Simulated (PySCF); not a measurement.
# CH₄Se: NMR shieldings

What do calculations give for the NMR shieldings of CH₄Se (`C[SeH]`)?

Programs: PySCF 2.14.0, with routines of our own; each step states its level. All values are computed. Atoms count from 0.

## 1. The starting structure

6 atoms, charge 0, multiplicity 1; geometry from: GFN2-xTB.

## 2. Optimising the geometry at PBE0-D3(BJ)/def2-SVP

The job: settings as JSON, then the geometry in Å.

```
{"job": {"xc": "PBE0", "basis": "def2-SVP", "d3": "d3bj", "grid": 1, "maxiter": 30, "shake": 0.01, "kind": "geom"}, "charge": 0, "multiplicity": 1}
C     -0.530320    -0.033940    -0.042270
Se     1.259540    -0.684640    -0.337010
H     -0.777340     0.031760     1.010400
H     -0.618900     0.974210    -0.506510
H     -1.225270    -0.720820    -0.538230
H      1.916440     0.403420     0.368940
```

On the command line:

```bash
OMP_NUM_THREADS=1 python heavy_run.py task.json out
```

The driver reads the jobs from task.json and runs them one after another.

What it wrote:

```text
step   0  E = -2441.40089195  max force = 0.017071
step   1  E = -2441.40117731  max force = 0.005759
step   2  E = -2441.40154809  max force = 0.001987
step   3  E = -2441.40160709  max force = 0.000638
step   4  E = -2441.40165419  max force = 0.000779
step   5  E = -2441.40169924  max force = 0.001526
step   6  E = -2441.40172174  max force = 0.001054
step   7  E = -2441.40172602  max force = 0.000341
optimisation converged
```

Run time: 9.4 s. Hardware: 1 thread of Arm Neoverse V1, shared host; peak memory 0.29 GiB.

Relaxation path:

| step | energy from step 0 (eV) | largest force component (eV/Å) |
| --- | --- | --- |
| 0 | 0.0000 | 0.8778 |
| 1 | -0.0078 | 0.2961 |
| 2 | -0.0179 | 0.1022 |
| 3 | -0.0195 | 0.0328 |
| 4 | -0.0207 | 0.0401 |
| 5 | -0.0220 | 0.0785 |
| 6 | -0.0226 | 0.0542 |
| 7 | -0.0227 | 0.0175 |

Distances of close pairs at the start and the end, largest changes first:

| bond | before (Å) | after (Å) | change (Å) |
| --- | --- | --- | --- |
| C0–Se1 | 1.927 | 1.948 | +0.021 |
| Se1–H5 | 1.454 | 1.471 | +0.017 |
| C0–H3 | 1.113 | 1.097 | -0.016 |
| C0–H2 | 1.083 | 1.097 | +0.014 |
| C0–H4 | 1.096 | 1.098 | +0.002 |

The end geometry stands in the next job.

| at the end point | value |
| --- | --- |
| point group (found at 0.08 Å tolerance) | Cs |
| rotational constants (GHz, main isotopes) | 94.187, 9.384, 9.033 |
| dipole moment (D) | 1.39 |

## 3. NMR shieldings: PBE/pcJ-1 Se:dyall-v2z (PBE), spin–orbit

The job: settings as JSON, then the geometry in Å.

```
{"job": {"kind": "hnmr", "xc": "PBE", "basis": {"default": "pcJ-1", "Se": "dyall-v2z"}, "rel": "so"}, "charge": 0, "multiplicity": 1}
C     -0.536670    -0.097943     0.004729
Se     1.322918    -0.587715    -0.307361
H     -0.705132     0.158256     1.058249
H     -0.839871     0.731474    -0.646244
H     -1.132221    -0.985375    -0.246607
H      1.873541     0.720089     0.080239
```

Method: PBE/pcJ-1 Se:dyall-v2z GIAO NMR shielding, X2C with spin-orbit coupling, screened-nuclear two-electron part, Gaussian nuclei, gas phase.

What it wrote:

```text
spin-free SCF
coarse grid: 22400 points
cycle   1  E = -2470.0310664900  dE = -1.259e-01  |g| = 3.951e-01  |ddm| = 1.866e+00
cycle   2  E = -2469.9962756637  dE =  3.479e-02  |g| = 4.805e-01  |ddm| = 6.619e-01
cycle   3  E = -2470.0524493673  dE = -5.617e-02  |g| = 1.355e-01  |ddm| = 4.702e-01
cycle   4  E = -2470.0570835474  dE = -4.634e-03  |g| = 3.905e-02  |ddm| = 1.733e-01
cycle   5  E = -2470.0575540078  dE = -4.705e-04  |g| = 1.983e-02  |ddm| = 6.545e-02
cycle   6  E = -2470.0575934986  dE = -3.949e-05  |g| = 1.172e-03  |ddm| = 1.285e-02
cycle   7  E = -2470.0575938839  dE = -3.852e-07  |g| = 1.969e-04  |ddm| = 1.307e-03
final grid: 45776 points
cycle   8  E = -2470.0577713674  dE = -1.225e-07  |g| = 1.024e-03  |ddm| = 6.048e-04
cycle   9  E = -2470.0577713664  dE =  9.632e-10  |g| = 1.630e-04  |ddm| = 3.329e-04
cycle  10  E = -2470.0577713619  dE =  4.493e-09  |g| = 1.872e-04  |ddm| = 3.889e-04
cycle  11  E = -2470.0577713723  dE = -1.038e-08  |g| = 6.998e-05  |ddm| = 2.405e-04
cycle  12  E = -2470.0577713730  dE = -6.917e-10  |g| = 5.614e-06  |ddm| = 3.920e-05
converged SCF energy = -2470.0577713730
two-component SCF
cycle   1  E = -2470.0023459145  dE = -2.470e+03  |FDS-SDF| = 1.947e+01
cycle   2  E = -2470.1223236006  dE = -1.200e-01  |FDS-SDF| = 6.752e-03
cycle   3  E = -2470.1223236024  dE = -1.827e-09  |FDS-SDF| = 2.507e-03
cycle   4  E = -2470.1223236738  dE = -7.140e-08  |FDS-SDF| = 1.752e-03
cycle   5  E = -2470.1223238158  dE = -1.421e-07  |FDS-SDF| = 9.559e-05
cycle   6  E = -2470.1223238170  dE = -1.107e-09  |FDS-SDF| = 5.202e-05
converged, E = -2470.1223238170

Field gradients (au) and densities at the nuclei (bohr^-3)
atom        Vxx        Vyy        Vzz        centre      nuclear mean
  0 C     -0.1085    -0.1304     0.2389        126.066        126.064
  1 Se     1.8269     4.8889    -6.7158      36634.148      36585.758
  2 H     -0.1410    -0.1468     0.2877          0.478          0.478
  3 H     -0.1411    -0.1469     0.2880          0.478          0.478
  4 H     -0.1369    -0.1499     0.2868          0.476          0.476
  5 H     -0.0762    -0.1107     0.1869          0.412          0.412
without picture change
  1 Se                          -6.9288                     58409.461

Core orbital energies (eV)
atom   shell        mean    spread
  1 Se 1s       -12488.991   0.000
  1 Se 2s        -1604.022   0.000
  1 Se 3s         -211.883   0.000
  1 Se 4s          -18.006   0.000
  1 Se 2p1/2     -1438.526   0.000
  1 Se 2p3/2     -1397.212   0.077
  1 Se 3p1/2      -155.374   0.000
  1 Se 3p3/2      -149.524   0.258
  1 Se 3d3/2       -52.219   0.283
  1 Se 3d5/2       -51.346   0.360

Shielding tensors (ppm)
atom      isotropic    diamagn.    paramagn.     s11        s22        s33       span
  0 C       184.00      248.12      -64.11     169.78     186.72     195.52      25.74
  1 Se     2098.22     2872.56     -774.34    1743.06    2002.23    2549.36     806.30
  2 H        29.10       29.28       -0.18      22.52      26.92      37.85      15.33
  3 H        29.10       29.28       -0.18      22.52      26.92      37.86      15.34
  4 H        30.00       29.09        0.91      24.99      26.83      38.19      13.20
  5 H        33.00       28.84        4.16      22.90      34.49      41.59      18.69
```

Run time: 11 s. Hardware: 1 thread of Arm Neoverse V1, shared host; peak memory 0.65 GiB.

In short:

| quantity | value |
| --- | --- |
| energy from spin-orbit coupling | -0.0646 Eh |

## 4. NMR shieldings: KT2/pcJ-1 Se:dyall-v2z (KT2), spin–orbit

The job: settings as JSON, then the geometry in Å.

```
{"job": {"kind": "hnmr", "xc": "KT2", "basis": {"default": "pcJ-1", "Se": "dyall-v2z"}, "rel": "so"}, "charge": 0, "multiplicity": 1}
C     -0.536670    -0.097943     0.004729
Se     1.322918    -0.587715    -0.307361
H     -0.705132     0.158256     1.058249
H     -0.839871     0.731474    -0.646244
H     -1.132221    -0.985375    -0.246607
H      1.873541     0.720089     0.080239
```

Level: KT2/pcJ-1 Se:dyall-v2z GIAO NMR shielding, X2C with spin-orbit coupling, screened-nuclear two-electron part, Gaussian nuclei, gas phase.

What it wrote:

```text
spin-free SCF
coarse grid: 22400 points
cycle   1  E = -2480.8167119517  dE = -1.083e-01  |g| = 1.104e+00  |ddm| = 1.861e+00
cycle   2  E = -2480.7842167060  dE =  3.250e-02  |g| = 7.538e-01  |ddm| = 7.543e-01
cycle   3  E = -2480.8246917653  dE = -4.048e-02  |g| = 3.888e-01  |ddm| = 6.616e-01
cycle   4  E = -2480.8462093593  dE = -2.152e-02  |g| = 1.267e-01  |ddm| = 3.328e-01
cycle   5  E = -2480.8500117842  dE = -3.802e-03  |g| = 1.327e-02  |ddm| = 1.162e-01
cycle   6  E = -2480.8500463601  dE = -3.458e-05  |g| = 3.371e-03  |ddm| = 1.134e-02
cycle   7  E = -2480.8500495116  dE = -3.152e-06  |g| = 8.749e-04  |ddm| = 4.716e-03
final grid: 45776 points
cycle   8  E = -2480.8501275834  dE = -8.133e-07  |g| = 2.045e-02  |ddm| = 2.579e-03
cycle   9  E = -2480.8501272123  dE =  3.711e-07  |g| = 1.922e-03  |ddm| = 3.354e-03
cycle  10  E = -2480.8501264169  dE =  7.954e-07  |g| = 2.836e-03  |ddm| = 4.584e-03
cycle  11  E = -2480.8501280258  dE = -1.609e-06  |g| = 1.627e-04  |ddm| = 2.526e-03
cycle  12  E = -2480.8501280321  dE = -6.327e-09  |g| = 1.295e-05  |ddm| = 1.642e-04
converged SCF energy = -2480.8501280321
two-component SCF
cycle   1  E = -2480.7944487620  dE = -2.481e+03  |FDS-SDF| = 1.953e+01
cycle   2  E = -2480.9146890975  dE = -1.202e-01  |FDS-SDF| = 6.891e-03
cycle   3  E = -2480.9146891172  dE = -1.967e-08  |FDS-SDF| = 2.316e-03
cycle   4  E = -2480.9146891737  dE = -5.656e-08  |FDS-SDF| = 1.635e-03
cycle   5  E = -2480.9146893017  dE = -1.280e-07  |FDS-SDF| = 9.018e-05
cycle   6  E = -2480.9146893027  dE = -9.691e-10  |FDS-SDF| = 4.428e-05
converged, E = -2480.9146893027

Field gradients (au) and densities at the nuclei (bohr^-3)
atom        Vxx        Vyy        Vzz        centre      nuclear mean
  0 C     -0.1101    -0.1332     0.2434        131.160        131.158
  1 Se     1.7744     4.7383    -6.5127      37138.101      37085.671
  2 H     -0.1397    -0.1455     0.2851          0.497          0.497
  3 H     -0.1398    -0.1456     0.2854          0.497          0.497
  4 H     -0.1356    -0.1487     0.2843          0.495          0.495
  5 H     -0.0762    -0.1102     0.1864          0.426          0.426
without picture change
  1 Se                          -6.7201                     59320.293

Core orbital energies (eV)
atom   shell        mean    spread
  1 Se 1s       -12534.742   0.000
  1 Se 2s        -1613.142   0.000
  1 Se 3s         -214.927   0.000
  1 Se 4s          -18.085   0.000
  1 Se 2p1/2     -1445.417   0.000
  1 Se 2p3/2     -1403.934   0.069
  1 Se 3p1/2      -157.559   0.000
  1 Se 3p3/2      -151.694   0.248
  1 Se 3d3/2       -53.486   0.270
  1 Se 3d5/2       -52.604   0.343

Shielding tensors (ppm)
atom      isotropic    diamagn.    paramagn.     s11        s22        s33       span
  0 C       190.59      251.87      -61.27     177.39     192.65     201.75      24.36
  1 Se     2156.87     2879.38     -722.50    1811.11    2066.16    2593.34     782.23
  2 H        29.07       29.42       -0.34      22.33      26.92      37.97      15.64
  3 H        29.08       29.42       -0.34      22.33      26.92      37.98      15.65
  4 H        29.99       29.22        0.76      24.96      26.79      38.21      13.25
  5 H        33.30       28.92        4.38      23.23      35.08      41.60      18.36
```

Wall time 11 s (1 thread of Arm Neoverse V1, shared host); peak memory 0.67 GiB.

In short:

| quantity | value |
| --- | --- |
| energy from spin-orbit coupling | -0.0646 Eh |

## 5. NMR shieldings: B3LYP/pcJ-1 Se:dyall-v2z (B3LYP), spin–orbit

The job: settings as JSON, then the geometry in Å.

```
{"job": {"kind": "hnmr", "xc": "B3LYP", "basis": {"default": "pcJ-1", "Se": "dyall-v2z"}, "rel": "so"}, "charge": 0, "multiplicity": 1}
C     -0.536670    -0.097943     0.004729
Se     1.322918    -0.587715    -0.307361
H     -0.705132     0.158256     1.058249
H     -0.839871     0.731474    -0.646244
H     -1.132221    -0.985375    -0.246607
H      1.873541     0.720089     0.080239
```

Level: B3LYP/pcJ-1 Se:dyall-v2z GIAO NMR shielding, X2C with spin-orbit coupling, screened-nuclear two-electron part, Gaussian nuclei, gas phase.

What it wrote:

```text
spin-free SCF
coarse grid: 22400 points
cycle   1  E = -2470.4784096534  dE = -1.306e-01  |g| = 2.498e-01  |ddm| = 1.840e+00
cycle   2  E = -2470.4773903263  dE =  1.019e-03  |g| = 2.402e-01  |ddm| = 4.478e-01
cycle   3  E = -2470.4919798870  dE = -1.459e-02  |g| = 6.040e-02  |ddm| = 2.285e-01
cycle   4  E = -2470.4928204175  dE = -8.405e-04  |g| = 1.578e-02  |ddm| = 6.624e-02
cycle   5  E = -2470.4928870495  dE = -6.663e-05  |g| = 9.139e-03  |ddm| = 2.382e-02
cycle   6  E = -2470.4928953434  dE = -8.294e-06  |g| = 4.243e-04  |ddm| = 5.445e-03
final grid: 45776 points
cycle   7  E = -2470.4929925167  dE = -3.091e-08  |g| = 3.164e-04  |ddm| = 6.552e-04
cycle   8  E = -2470.4929925117  dE =  5.005e-09  |g| = 3.337e-04  |ddm| = 5.602e-04
cycle   9  E = -2470.4929925416  dE = -2.987e-08  |g| = 7.553e-05  |ddm| = 3.118e-04
cycle  10  E = -2470.4929925425  dE = -9.341e-10  |g| = 5.774e-06  |ddm| = 5.131e-05
converged SCF energy = -2470.4929925425
two-component SCF
cycle   1  E = -2470.4375960326  dE = -2.470e+03  |FDS-SDF| = 1.946e+01
cycle   2  E = -2470.5574273884  dE = -1.198e-01  |FDS-SDF| = 7.065e-02
cycle   3  E = -2470.5575094879  dE = -8.210e-05  |FDS-SDF| = 2.942e-03
cycle   4  E = -2470.5575145320  dE = -5.044e-06  |FDS-SDF| = 1.932e-03
cycle   5  E = -2470.5575150922  dE = -5.602e-07  |FDS-SDF| = 6.459e-04
cycle   6  E = -2470.5575153630  dE = -2.708e-07  |FDS-SDF| = 1.192e-04
cycle   7  E = -2470.5575153710  dE = -7.981e-09  |FDS-SDF| = 8.053e-05
converged, E = -2470.5575153710

Field gradients (au) and densities at the nuclei (bohr^-3)
atom        Vxx        Vyy        Vzz        centre      nuclear mean
  0 C     -0.1112    -0.1334     0.2446        125.904        125.902
  1 Se     1.8293     5.0747    -6.9040      36606.850      36558.449
  2 H     -0.1395    -0.1454     0.2848          0.485          0.485
  3 H     -0.1396    -0.1455     0.2851          0.485          0.485
  4 H     -0.1354    -0.1485     0.2839          0.483          0.483
  5 H     -0.0757    -0.1107     0.1864          0.418          0.418
without picture change
  1 Se                          -7.1243                     58360.190

Core orbital energies (eV)
atom   shell        mean    spread
  1 Se 1s       -12539.327   0.000
  1 Se 2s        -1622.612   0.000
  1 Se 3s         -219.457   0.000
  1 Se 4s          -19.745   0.000
  1 Se 2p1/2     -1454.495   0.000
  1 Se 2p3/2     -1412.916   0.068
  1 Se 3p1/2      -161.688   0.000
  1 Se 3p3/2      -155.733   0.239
  1 Se 3d3/2       -56.089   0.280
  1 Se 3d5/2       -55.191   0.357

Shielding tensors (ppm)
atom      isotropic    diamagn.    paramagn.     s11        s22        s33       span
  0 C       184.05      247.31      -63.26     169.32     185.75     197.07      27.76
  1 Se     2095.66     2872.61     -776.95    1712.82    2015.04    2559.11     846.29
  2 H        29.29       29.40       -0.12      22.80      27.10      37.95      15.15
  3 H        29.29       29.40       -0.11      22.80      27.11      37.96      15.16
  4 H        30.16       29.21        0.95      25.16      26.97      38.37      13.21
  5 H        33.54       29.15        4.39      23.31      35.48      41.82      18.51
```

Wall time 25 s (1 thread of Arm Neoverse V1, shared host); peak memory 0.86 GiB.

Key values:

| quantity | value |
| --- | --- |
| energy from spin-orbit coupling | -0.0645 Eh |

## 6. NMR shieldings: BHandHLYP/pcJ-1 Se:dyall-v2z (BHandHLYP), spin–orbit

The job: settings as JSON, then the geometry in Å.

```
{"job": {"kind": "hnmr", "xc": "BHandHLYP", "basis": {"default": "pcJ-1", "Se": "dyall-v2z"}, "rel": "so"}, "charge": 0, "multiplicity": 1}
C     -0.536670    -0.097943     0.004729
Se     1.322918    -0.587715    -0.307361
H     -0.705132     0.158256     1.058249
H     -0.839871     0.731474    -0.646244
H     -1.132221    -0.985375    -0.246607
H      1.873541     0.720089     0.080239
```

Level: BHandHLYP/pcJ-1 Se:dyall-v2z GIAO NMR shielding, X2C with spin-orbit coupling, screened-nuclear two-electron part, Gaussian nuclei, gas phase.

What it wrote:

```text
spin-free SCF
coarse grid: 22400 points
cycle   1  E = -2470.3682263786  dE = -1.219e-01  |g| = 1.915e-01  |ddm| = 1.804e+00
cycle   2  E = -2470.3767712759  dE = -8.545e-03  |g| = 8.456e-02  |ddm| = 3.218e-01
cycle   3  E = -2470.3786212498  dE = -1.850e-03  |g| = 4.225e-02  |ddm| = 1.267e-01
cycle   4  E = -2470.3787813044  dE = -1.601e-04  |g| = 1.058e-02  |ddm| = 2.108e-02
cycle   5  E = -2470.3787908813  dE = -9.577e-06  |g| = 1.146e-03  |ddm| = 6.086e-03
final grid: 45776 points
cycle   6  E = -2470.3788578783  dE = -3.697e-07  |g| = 6.708e-04  |ddm| = 1.940e-03
cycle   7  E = -2470.3788579307  dE = -5.248e-08  |g| = 5.362e-04  |ddm| = 1.004e-03
cycle   8  E = -2470.3788579995  dE = -6.872e-08  |g| = 7.254e-05  |ddm| = 4.405e-04
cycle   9  E = -2470.3788580006  dE = -1.186e-09  |g| = 1.503e-05  |ddm| = 6.046e-05
converged SCF energy = -2470.3788580006
two-component SCF
cycle   1  E = -2470.3235694221  dE = -2.470e+03  |FDS-SDF| = 1.944e+01
cycle   2  E = -2470.4427901163  dE = -1.192e-01  |FDS-SDF| = 1.708e-01
cycle   3  E = -2470.4430933171  dE = -3.032e-04  |FDS-SDF| = 9.658e-03
cycle   4  E = -2470.4431211685  dE = -2.785e-05  |FDS-SDF| = 2.668e-03
cycle   5  E = -2470.4431294379  dE = -8.269e-06  |FDS-SDF| = 1.560e-03
cycle   6  E = -2470.4431312604  dE = -1.822e-06  |FDS-SDF| = 6.862e-04
cycle   7  E = -2470.4431319564  dE = -6.960e-07  |FDS-SDF| = 1.110e-04
cycle   8  E = -2470.4431319758  dE = -1.939e-08  |FDS-SDF| = 3.697e-05
converged, E = -2470.4431319758

Field gradients (au) and densities at the nuclei (bohr^-3)
atom        Vxx        Vyy        Vzz        centre      nuclear mean
  0 C     -0.1166    -0.1385     0.2551        125.691        125.689
  1 Se     1.6911     5.1947    -6.8858      36583.221      36534.994
  2 H     -0.1392    -0.1456     0.2848          0.478          0.478
  3 H     -0.1393    -0.1457     0.2850          0.478          0.478
  4 H     -0.1351    -0.1487     0.2838          0.477          0.477
  5 H     -0.0755    -0.1111     0.1866          0.408          0.408
without picture change
  1 Se                          -7.1068                     58313.505

Core orbital energies (eV)
atom   shell        mean    spread
  1 Se 1s       -12614.583   0.000
  1 Se 2s        -1650.207   0.000
  1 Se 3s         -231.042   0.000
  1 Se 4s          -22.105   0.000
  1 Se 2p1/2     -1477.385   0.000
  1 Se 2p3/2     -1435.435   0.052
  1 Se 3p1/2      -171.104   0.000
  1 Se 3p3/2      -165.010   0.206
  1 Se 3d3/2       -61.598   0.275
  1 Se 3d5/2       -60.665   0.351

Shielding tensors (ppm)
atom      isotropic    diamagn.    paramagn.     s11        s22        s33       span
  0 C       189.79      247.32      -57.53     175.92     189.93     203.51      27.59
  1 Se     2181.82     2872.77     -690.95    1796.15    2100.71    2648.60     852.45
  2 H        29.40       29.40        0.01      22.81      27.14      38.26      15.45
  3 H        29.41       29.40        0.01      22.81      27.14      38.27      15.46
  4 H        30.18       29.22        0.96      24.95      26.89      38.71      13.76
  5 H        33.60       29.15        4.45      23.30      35.36      42.15      18.85
```

Wall time 28 s (1 thread of Arm Neoverse V1, shared host); peak memory 0.87 GiB.

From this job:

| quantity | value |
| --- | --- |
| energy from spin-orbit coupling | -0.0643 Eh |

## 7. Shieldings side by side

| run | Se1 | C0 | H5 | H3 | H2 | H4 | time |
| --- | --- | --- | --- | --- | --- | --- | --- |
| step 3, PBE/pcJ-1 Se:dyall-v2z (PBE), spin–orbit | 2098.2 | 184.0 | 33.0 | 29.1 | 29.1 | 30.0 | 11 s |
| step 4, KT2/pcJ-1 Se:dyall-v2z (KT2), spin–orbit | 2156.9 | 190.6 | 33.3 | 29.1 | 29.1 | 30.0 | 11 s |
| step 5, B3LYP/pcJ-1 Se:dyall-v2z (B3LYP), spin–orbit | 2095.7 | 184.0 | 33.5 | 29.3 | 29.3 | 30.2 | 25 s |
| step 6, BHandHLYP/pcJ-1 Se:dyall-v2z (BHandHLYP), spin–orbit | 2181.8 | 189.8 | 33.6 | 29.4 | 29.4 | 30.2 | 28 s |

## 8. What came out

| quantity | value |
| --- | --- |
| point group | Cs |
| rotational constants (main isotopes) | 94.19, 9.38, 9.03 GHz |
| energy from spin-orbit coupling (step 3, PBE/pcJ-1 Se:dyall-v2z (PBE), spin–orbit) | -0.0646 Eh |
| shieldings (step 3, PBE/pcJ-1 Se:dyall-v2z (PBE), spin–orbit) | C0 184.0, Se1 2098.2, H2 29.1, H3 29.1, H4 30.0, H5 33.0 ppm |
| energy from spin-orbit coupling (step 4, KT2/pcJ-1 Se:dyall-v2z (KT2), spin–orbit) | -0.0646 Eh |
| shieldings (step 4, KT2/pcJ-1 Se:dyall-v2z (KT2), spin–orbit) | C0 190.6, Se1 2156.9, H2 29.1, H3 29.1, H4 30.0, H5 33.3 ppm |
| energy from spin-orbit coupling (step 5, B3LYP/pcJ-1 Se:dyall-v2z (B3LYP), spin–orbit) | -0.0645 Eh |
| shieldings (step 5, B3LYP/pcJ-1 Se:dyall-v2z (B3LYP), spin–orbit) | C0 184.0, Se1 2095.7, H2 29.3, H3 29.3, H4 30.2, H5 33.5 ppm |
| energy from spin-orbit coupling (step 6, BHandHLYP/pcJ-1 Se:dyall-v2z (BHandHLYP), spin–orbit) | -0.0643 Eh |
| shieldings (step 6, BHandHLYP/pcJ-1 Se:dyall-v2z (BHandHLYP), spin–orbit) | C0 189.8, Se1 2181.8, H2 29.4, H3 29.4, H4 30.2, H5 33.6 ppm |

The optimisation took 7 steps and gained 0.023 eV; among the bonded pairs, C0–Se1 changed most, from 1.927 to 1.948 Å. In step 3, Se1 has the widest tensor, 806 ppm. Se1 moves most between the runs, by 86 ppm; the labels say what changes from run to run.
